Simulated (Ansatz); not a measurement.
**ClH₄InOSSi: up Jacob's ladder to CCSD(T)**

One table from this session's results is given with a row withheld; the runs are named, their logs left out.

Method: functionals in def2-TZVPP, the program's frozen cores in correlated methods; program: Ansatz 0.2.0, Gaussian basis.

The runs, in order: PBE-D4, r2SCAN-D4, PBE0-D4, B3LYP-D4, ωB97X-V, ωB97M-V, B2PLYP; CCSD(T)/def2-TZVPP; MP2/def2-QZVPP; extrapolation to the limit.

## The relaxed structure

All runs share one geometry, relaxed beforehand with PBE0-D4 in a triple-zeta def2 set. In takes the def2 core potential; no spin-orbit term is included.

SMILES `[SiH3][O][In]([SH])[Cl]`, 9 atoms, charge 0, spin multiplicity 1.

Atoms are counted from 1 here; the program's logs count them from 0.

Bond lengths: Si1–O2 1.635 Å, Si1–H6 1.488 Å, Si1–H7 1.488 Å, Si1–H8 1.490 Å, O2–In3 1.962 Å, In3–S4 2.349 Å, In3–Cl5 2.306 Å, S4–H9 1.346 Å. Angles: O2–Si1–H6 109.9°, O2–Si1–H7 109.5°, O2–Si1–H8 111.6°, H6–Si1–H7 108.7°, H6–Si1–H8 108.5°, H7–Si1–H8 108.6°, Si1–O2–In3 137.5°, O2–In3–S4 118.7°, O2–In3–Cl5 116.6°, S4–In3–Cl5 124.7°, In3–S4–H9 91.6°.

Set-up of the first run:

in.yaml reads:

```yaml
crystal:
  periodic: [false, false, false]
  atoms:
    - {symbol: Si, position_ang: [1.011907, -1.459190, 0.459674]}
    - {symbol: O, position_ang: [-0.130500, -0.485417, -0.187220]}
    - {symbol: In, position_ang: [-0.585242, 1.423460, -0.165869]}
    - {symbol: S, position_ang: [-2.468296, 2.148686, -1.367421]}
    - {symbol: Cl, position_ang: [0.799339, 2.801210, 1.059576]}
    - {symbol: H, position_ang: [0.383962, -2.407418, 1.419568]}
    - {symbol: H, position_ang: [1.669489, -2.240005, -0.622568]}
    - {symbol: H, position_ang: [2.054166, -0.676577, 1.182031]}
    - {symbol: H, position_ang: [-2.734815, 0.895250, -1.777770]}
basis:
  gaussian: {orbitals: def2-TZVPP}
hamiltonian: {xc: pbe, dispersion: d4}
output: {forces: true, orbitals: {seedname: orbitals}}
```

Run with:

```sh
ansatz run in.yaml --threads 2 --pin off --events-out ev --progress --plain --max-ram 22528MiB --backend cpu
```

Steps of the session up to this table: PBE-D4 (GGA); r2SCAN-D4 (meta-GGA); PBE0-D4 (hybrid); B3LYP-D4 (hybrid); ωB97X-V (range-separated); ωB97M-V (range-separated); B2PLYP (double hybrid); CCSD(T) in def2-TZVPP; MP2 in def2-QZVPP.

One of the session's tables, all rows but one given; the rest of the session is left out.

| method | atomisation energy (kJ/mol) |
| --- | --- |
| PBE-D4 | 2703.4 |
| r2SCAN-D4 | 2718.4 |
| PBE0-D4 | 2668.3 |
| B3LYP-D4 | 2669.3 |
| ωB97X-V | 2739.1 |
| ωB97M-V | 2723.4 |
| B2PLYP | 2654.1 |
| HF/def2-TZVPP | 1948.1 |
| MP2/def2-TZVPP | 2685.9 |
| CCSD/def2-TZVPP | ? |
| CCSD(T)/def2-TZVPP | 2640.7 |
| MP2/CBS | 2782.9 |
| CCSD(T)/CBS | 2737.6 |

Q: Estimate the row for CCSD/def2-TZVPP from the others.

The run gave: atomisation energy (kJ/mol): 2592.3. In the column «atomisation energy (kJ/mol)» it lies between HF/def2-TZVPP (1948.1) and CCSD(T)/def2-TZVPP (2640.7).

To keep in mind: Free atoms (1 Si, 1 O, 1 In, 1 S, 1 Cl, 4 H) were run apart at each level; the atomisation energy is their sum less the molecule, without zero-point or spin-orbit terms.
